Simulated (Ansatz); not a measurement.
# WNH₃ (singlet): wave-function methods side by side at a displaced geometry (v2), def2-SVP

An exercise on one series of results from a longer session: the logs are not shown, and one member is left open.

Method: def2-SVP, core rule «outside noble gas», up to 5 orbitals frozen; program: Ansatz 0.2.0, Gaussian basis.

To be run: UHF; CCSD(T) on RHF; CISD; CCSDT(Q) on RHF; CASSCF and NEVPT2, 8 electrons in 8 orbitals.

12 further runs of the same task are left out: 3 for a known fault of the program, 4 that didn't finish, 5 set aside as unsound or not needed. Runs told in other sessions of the task aren't counted.

### What is computed

The geometry is a PBE0/def2-TZVP stationary point (not a proven minimum) with its atoms shifted at random (size 0.100 Å). No spin-orbit coupling is included. Elements past krypton take def2 core potentials.

5 atoms, charge 0, spin multiplicity 1.

Atoms are counted from 1 here; the program's logs count them from 0.

Bond lengths: W1–N2 1.940 Å, N2–H3 1.083 Å, N2–H4 1.066 Å, N2–H5 1.081 Å. Angles: W1–N2–H3 114.2°, W1–N2–H4 120.3°, W1–N2–H5 113.2°, H3–N2–H4 97.6°, H3–N2–H5 98.2°, H4–N2–H5 110.1°.

The first run:

The input, in.yaml:

```yaml
crystal:
  periodic: [false, false, false]
  atoms:
    - {symbol: W, position_ang: [-0.171538, 0.001758, 0.000646]}
    - {symbol: N, position_ang: [1.768388, -0.005073, -0.001173]}
    - {symbol: H, position_ang: [2.209747, -0.994310, -0.006586]}
    - {symbol: H, position_ang: [2.308443, 0.386023, 0.830229]}
    - {symbol: H, position_ang: [2.194789, 0.358071, -0.925262]}
basis:
  gaussian: {orbitals: def2-SVP}
magnetization: {spin_polarized: true, initial_magnetization: 0}
hamiltonian: {xc: hf}
output: {orbitals: {seedname: orbitals}}
```

The run is started by

```
$ ansatz run in.yaml --threads 1 --pin off --events-out ev --progress --plain --max-ram 2393MiB
```

Steps of the session up to this table: UHF; CCSD(T) on RHF; CISD; CCSDT(Q) on RHF; CASSCF and NEVPT2, 8 electrons in 8 orbitals.

One table of the session follows, with a row left open; its other results are not shown here.

| method | from RCCSDT(Q) (kcal/mol) |
| --- | --- |
| RHF | +222.17 |
| UHF | +195.69 |
| RMP2 | +28.27 |
| RCCSD | ? |
| RCCSD(T) | +2.65 |
| RCCSDT | +0.85 |
| RCCSDT(Q) | 0 |

**Question.** Estimate the row for RCCSD.

The run gave: from RCCSDT(Q) (kcal/mol): +10.87. In the column «from RCCSDT(Q) (kcal/mol)» it lies between RCCSD(T) (+2.65) and RMP2 (+28.27).

Not comparable, so not listed: CISD (they don't share determinant, frozen orbitals or solution with the rows shown, or repeat one).

Left out of the table: CASSCF frontier, NEVPT2 frontier (the active space lost an orbital or holds another state than full CI finds).

Caveats from the session: The determinant of HF (⟨S²⟩ 1.97) is far from a pure spin state, so its energy mixes those of several spin states; that is harmless only where they are near-degenerate. Warnings: restricted reference is unstable; spin contamination; large T1 diagnostic. Warnings in the runs' records: passed over end.
